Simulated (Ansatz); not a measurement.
# CH5AlSSi: small, medium and large basis sets

One table from this session's results is given with a row withheld; the runs are named, their logs left out.

Computed with Ansatz 0.2.0, Gaussian basis. Level: one geometry, several basis sets.

Levels to be run: PBE0-D4/def2-SVP; ωB97M-V/def2-SVP; PBE0-D4/def2-QZVPP; ωB97M-V/def2-QZVPP; the functionals' def2-TZVPP values are taken from earlier runs.

## Structure used throughout

An earlier PBE0-D4 in a triple-zeta def2 set relaxation fixed the geometry.

9 atoms, charge 0, spin multiplicity 1.

Atoms are counted from 1 here; the program's logs count them from 0.

Bond lengths: Al1–C2 1.961 Å, Al1–S4 2.430 Å, Al1–H5 1.583 Å, Al1–H6 1.586 Å, C2–Si3 1.817 Å, C2–H7 1.086 Å, Si3–S4 2.131 Å, Si3–H8 1.478 Å, Si3–H9 1.476 Å. Angles: C2–Al1–S4 51.9°, C2–Al1–H5 118.7°, C2–Al1–H6 115.8°, S4–Al1–H5 109.7°, S4–Al1–H6 110.7°, H5–Al1–H6 124.7°, Al1–C2–Si3 109.0°, Al1–C2–H7 129.4°, Si3–C2–H7 120.4°, C2–Si3–S4 59.1°, C2–Si3–H8 120.8°, C2–Si3–H9 120.2°, S4–Si3–H8 113.4°, S4–Si3–H9 117.4°, H8–Si3–H9 114.1° and more.

The first run:

Contents of in.yaml:

```yaml
crystal:
  periodic: [false, false, false]
  atoms:
    - {symbol: Al, position_ang: [-0.448819, 1.390114, -0.694694]}
    - {symbol: C, position_ang: [0.837546, -0.045390, -0.335842]}
    - {symbol: Si, position_ang: [0.186388, -1.105723, 0.988015]}
    - {symbol: S, position_ang: [-0.779128, -1.007963, -0.908792]}
    - {symbol: H, position_ang: [-0.459589, 2.059576, -2.129325]}
    - {symbol: H, position_ang: [-1.224817, 1.952121, 0.569281]}
    - {symbol: H, position_ang: [1.701974, -0.356553, -0.915227]}
    - {symbol: H, position_ang: [0.793061, -2.424016, 1.270006]}
    - {symbol: H, position_ang: [-0.518114, -0.508367, 2.139577]}
basis:
  gaussian: {orbitals: def2-SVP}
hamiltonian: {xc: pbe0, dispersion: d4}
output: {orbitals: {seedname: orbitals}}
```

Command:

```console
ansatz run in.yaml --threads 2 --pin off --events-out ev --progress --plain --max-ram 4352MiB
```

Among the steps run: PBE0-D4 in def2-SVP; ωB97M-V in def2-SVP; PBE0-D4 in def2-QZVPP; ωB97M-V in def2-QZVPP.

One table of the session follows, with a row left open; its other results are not shown here.

| functional | basis | HOMO (eV) |
| --- | --- | --- |
| PBE0-D4 | def2-SVP | ? |
| PBE0-D4 | def2-TZVPP | -7.53 |
| PBE0-D4 | def2-QZVPP | -7.53 |
| ωB97M-V | def2-SVP | -9.65 |
| ωB97M-V | def2-TZVPP | -9.66 |
| ωB97M-V | def2-QZVPP | -9.67 |

**Question.** Estimate the row for PBE0-D4, def2-SVP.

The run gave: HOMO (eV): -7.56. In the column «HOMO (eV)» it lies between ωB97M-V, def2-SVP (-9.65) and PBE0-D4, def2-TZVPP (-7.53).
